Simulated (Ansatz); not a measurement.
This script makes a convergence test of the k-point mesh of Mg₂PbN₂, space group P-3m1 with Ansatz 0.2.0 through its Python package.

The script, `mg2pbn2.py`:
```python
import ansatz as az
import matplotlib.pyplot as plt


def main() -> None:
    crystal = (
        az.Lattice.from_parameters(3.626864, 3.626864, 6.565892, alpha=90, beta=90, gamma=120)
        .space_group(164)
        .atom("Mg", (2 / 3, 1 / 3, 0.138776))
        .atom("Pb", (0.0, 0.0, 0.5))
        .atom("N", (2 / 3, 1 / 3, 0.797455))
    )

    job = (
        crystal.calculation()
        .occupations(az.OccupationsMethod.FIXED)
        .functional("pbe")
        .basis(18 * az.Ha)
        .forces()
        .stress()
    )

    rows = []
    for value in [(3, 3, 1), (3, 3, 2), (5, 5, 2), (6, 6, 3), (7, 7, 4), (9, 9, 4)]:
        rep = job.kpoints(mesh=value).run(threads=1, pin="off").report
        rows.append((value, rep["free_energy_ev"] / len(rep["lattice"]["sites"]), rep["n_iterations"], sum(rep["stress_gpa"][i][i] for i in range(3)) / 3, max(abs(f) for row in rep["forces_ev_ang"] for f in row), rep["n_kpoints"]))

    print("        mesh   F/atom (eV)    iterations       P (GPa)  max component (eV/A)      k-points")
    for row in rows:
        print(f"{str(row[0]):>12s}  {row[1]:12.5f}  {row[2]:12d}  {row[3]:12.3f}  {row[4]:20.4f}  {row[5]:12d}")

    for row in rows[:-1]:
        shift = 1000 * (row[1] - rows[-1][1])
        print(f"{row[0]}: {shift:+.2f} meV/atom" + ("  (within 5 meV)" if abs(shift) < 5 else ""))
    plt.figure(figsize=(4.5, 3))
    plt.plot([str(row[0]) for row in rows], [1000 * (row[1] - rows[-1][1]) for row in rows], "o-")
    plt.xlabel("mesh")
    plt.ylabel("F - F(last) (meV/atom)")
    plt.tight_layout()
    plt.savefig("kconv.png", dpi=100)


if __name__ == "__main__":
    main()
```

How fast does the energy converge with the mesh (threshold 5 meV an atom)?

From 5×5×2 on it stays within 5 meV an atom of the value at 9×9×4; the first row (3×3×1) is off by 32.0 meV and the last but one by 0.22 meV. It goes up and down, since the sum over k-points isn't variational. The pressure moves from -0.53 to -0.17 GPa.

What the script printed:

```console
$ python mg2pbn2.py
        mesh   F/atom (eV)    iterations       P (GPa)  max component (eV/A)      k-points
   (3, 3, 1)   -3304.58114             7        -0.532                0.2260             3
   (3, 3, 2)   -3304.52578             7         0.006                0.0912             6
   (5, 5, 2)   -3304.54533             7        -0.167                0.0013            10
   (6, 6, 3)   -3304.54969             7        -0.161                0.0135            17
   (7, 7, 4)   -3304.54895             7        -0.175                0.0123            28
   (9, 9, 4)   -3304.54916             7        -0.174                0.0124            43
(3, 3, 1): -31.97 meV/atom
(3, 3, 2): +23.38 meV/atom
(5, 5, 2): +3.84 meV/atom  (within 5 meV)
(6, 6, 3): -0.52 meV/atom  (within 5 meV)
(7, 7, 4): +0.22 meV/atom  (within 5 meV)
```

Reading the output:
- Pressure is positive in compression.
- Spin-orbit coupling, which matters for elements this heavy, is left out.
- The structure comes from a database of computed cells and needn't be a stable or known phase.
- Shifts are counted from the finest mesh, which is itself no proven limit.
- It ran for 15 s on 1 thread of Arm Neoverse V1 (shared host), peak memory 0.49 GiB.

(Lines on the test bed's own set-up are left out of the output.)
